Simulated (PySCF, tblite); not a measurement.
# C5H7O2Si radical: geometry, infrared bands and EPR parameters

Aim: predict the infrared bands and EPR parameters of C5H7O2Si radical (`C#C[Si@@]1(O)O[CH][C@H]1C`).

The runs use tblite 0.8.0 and PySCF 2.14.0, with density-fitted response routines of our own; the level of theory stands in each step. All values are computed, except where a source is named. Atoms are numbered from 0 throughout.

## Step 1: The molecule as given

15 atoms, charge 0, multiplicity 2; geometry from: force field or distance geometry start.

Bonds of the start (Å): C0–C1 1.22, C1–Si2 1.84, Si2–O3 1.66, Si2–O4 1.66, O4–C5 1.40, C5–C6 1.48, C6–C7 1.51, C6–Si2 1.85, C0–H8 1.06, O3–H9 0.96, C5–H10 1.08, C6–H11 1.10, C7–H12 1.11, C7–H13 1.10, C7–H14 1.09.

## Step 2: Relaxing the molecule with GFN2-xTB

What the job is given:

```
{"job": {"kind": "relax", "xc": "GFN2-xTB", "basis": "xTB"}, "charge": 0, "multiplicity": 2}
C      3.184500    -0.376100     0.187000
C      2.087700     0.147100     0.232800
Si     0.431000     0.937300     0.330100
O      0.335100     2.266000     1.317400
O     -0.248700     1.324000    -1.136000
C     -1.485300     0.735500    -0.862200
C     -1.066900    -0.145400     0.249100
C     -0.880700    -1.596700    -0.132100
H      4.144200    -0.830300     0.140000
H     -0.119000     3.020500     0.936800
H     -2.101500     0.531600    -1.723800
H     -1.732600    -0.047200     1.121200
H     -1.863900    -2.068800    -0.319300
H     -0.271400    -1.732400    -1.040100
H     -0.416800    -2.157200     0.677100
```

Launch:

```bash
OMP_NUM_THREADS=1 python probes_run.py task.json out
```

This one command runs all jobs of the session in turn.

**Question.** This job is followed by: GFN2-xTB harmonic vibrations, gas phase; UKS B3LYP, pcH-1 on C H O Si, non-relativistic, mean-field spin-orbit, GIAO. What will the session give for the following? strongest single infrared mode (GFN2-xTB); zero-point energy (GFN2-xTB); g(iso) (B3LYP); ⟨S²⟩; largest a(iso) (averaged by class); potential on the surface of density 0.002 e/bohr³, 1st and 99th percentile.

**Answer**, as computed:

| quantity | value |
| --- | --- |
| strongest single infrared mode (GFN2-xTB) | 830 cm⁻¹, 336 km/mol |
| zero-point energy (GFN2-xTB) | 65.9 kcal/mol |
| g(iso) (B3LYP) | 2.00309 |
| ⟨S²⟩ | 0.753 (exact 0.75) |
| largest a(iso) (averaged by class) | 13C on C5, 190.0 MHz |
| potential on the surface of density 0.002 e/bohr³, 1st and 99th percentile | -1.46 V and 2.45 V |

In words: Relaxing lowered the energy by 0.348 eV in 80 steps; the close pair that moved most is Si2–C6, from 1.850 to 1.929 Å. All 39 modes are real, so the xTB geometry is a minimum. The strongest single mode, at 830 cm⁻¹, is carried by H9, Si2, O4. GFN2-xTB is a fitted tight-binding method: band positions and strengths are rough. Its intensities can rank the bands wrongly. Most of the unpaired spin sits on C5 (0.90 e). The isotropic g lies 0.8 ppt above the free-electron value. These values are for one conformer; the search (at its own cheap level) found 1 more, at 0.72 kcal/mol, and measured spectra average over such forms.
